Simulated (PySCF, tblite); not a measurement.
# C₅H₁₁FOSi₂: geometry, infrared bands and NMR shifts

What infrared bands and NMR shifts should C₅H₁₁FOSi₂ (`CC(=O)[SiH2]C/C([SiH3])=C/F`) show?

Computed with tblite 0.8.0 and PySCF 2.14.0, with density-fitted response routines of our own, on a single molecule in the gas phase. Atoms are numbered from 0 throughout.

## Step 1: The starting structure

20 atoms, charge 0, multiplicity 1; geometry from: force field or distance geometry start.

Bonds of the start (Å): C0–C1 1.50, C1–O2 1.24, C1–Si3 1.88, Si3–C4 1.90, C4–C5 1.53, C5–Si6 1.87, C5–C7 1.33, C7–F8 1.35, C0–H9 1.10, C0–H10 1.08, C0–H11 1.09, Si3–H12 1.47, Si3–H13 1.48, C4–H14 1.10, C4–H15 1.10, Si6–H16 1.48, Si6–H17 1.48, Si6–H18 1.49, C7–H19 1.08.

## Step 2: Relaxing the molecule with GFN2-xTB

The job: settings as JSON, then the geometry in Å.

```
{"job": {"kind": "relax", "xc": "GFN2-xTB", "basis": "xTB"}, "charge": 0, "multiplicity": 1}
C      3.788500     0.369100     0.014300
C      2.504900    -0.253300     0.492300
O      2.443600    -1.000000     1.479500
Si     0.913200     0.110400    -0.446600
C     -0.590600    -0.646500     0.441200
C     -1.943700    -0.428600    -0.235100
Si    -2.776000     1.219700     0.027000
C     -2.524600    -1.402900    -0.925000
F     -3.730500    -1.267300    -1.511300
H      3.696000     1.460600     0.057400
H      4.604000     0.061300     0.659800
H      3.994000     0.041100    -1.003300
H      0.991800    -0.437800    -1.813600
H      0.725400     1.573600    -0.578400
H     -0.622300    -0.264500     1.468100
H     -0.401000    -1.721600     0.534100
H     -2.884000     1.937100    -1.260200
H     -1.943600     2.027600     0.948200
H     -4.117000     1.030400     0.644900
H     -2.133500    -2.397800    -1.104800
```

Started as:

```bash
$ OMP_NUM_THREADS=1 python probes_run.py task.json out
```

One launch serves the whole session: the jobs run in the order shown.

**Question.** This job is followed by: GFN2-xTB harmonic vibrations, gas phase; GIAO PBE0/pcSseg-1 NMR shielding, non-relativistic, gas phase. Predict these results of the whole session: strongest single infrared mode (GFN2-xTB); zero-point energy (GFN2-xTB); 13C shifts against TMS (PBE0/pcSseg-1); 1H shifts against TMS (PBE0/pcSseg-1, means over atoms taken as alike); 17O shifts against H2O (PBE0/pcSseg-1); 29Si shifts against TMS (PBE0/pcSseg-1); 19F shifts against CFCl3 (PBE0/pcSseg-1); surface potential, 1st and 99th percentile.

**Answer**, as computed:

| quantity | value |
| --- | --- |
| strongest single infrared mode (GFN2-xTB) | 2247 cm⁻¹, 372 km/mol |
| zero-point energy (GFN2-xTB) | 85.7 kcal/mol |
| 13C shifts against TMS (PBE0/pcSseg-1) | 242.8, 164.0, 112.9, 40.6, 14.9 ppm |
| 1H shifts against TMS (PBE0/pcSseg-1, means over atoms taken as alike) | 7.17, 4.30, 4.21, 2.43, 1.92 ppm |
| 17O shifts against H2O (PBE0/pcSseg-1) | 851.0 ppm |
| 29Si shifts against TMS (PBE0/pcSseg-1) | -59.7, -79.0 ppm |
| 19F shifts against CFCl3 (PBE0/pcSseg-1) | -102.8 ppm |
| surface potential, 1st and 99th percentile | -1.44 V and 1.21 V |

In words: Relaxing lowered the energy by 0.149 eV in 37 steps; the close pair that moved most is C1–Si3, from 1.883 to 1.932 Å. The lowest mode is slightly imaginary (10i cm⁻¹), a soft motion within the noise of the Hessian, so the minimum is not strictly shown. The strongest single mode, at 2247 cm⁻¹, moves mainly H17. Unscaled tight-binding wavenumbers are off by several per cent, some by more. Its intensities can rank the bands wrongly. The most deshielded hydrogen is H19 (hydrogen on an alkene CH), at 7.17 ppm: olefinic region. At PBE0/pcSseg-1: The largest span, 1728 ppm, is at O2, where the paramagnetic term is -917 ppm. At PBE0/pcSseg-1, counted by nearest atom on the grid, the HOMO lies on O2 36 %; C1, C7 about 11 % each, the LUMO on C1 44 %; O2 31 %.
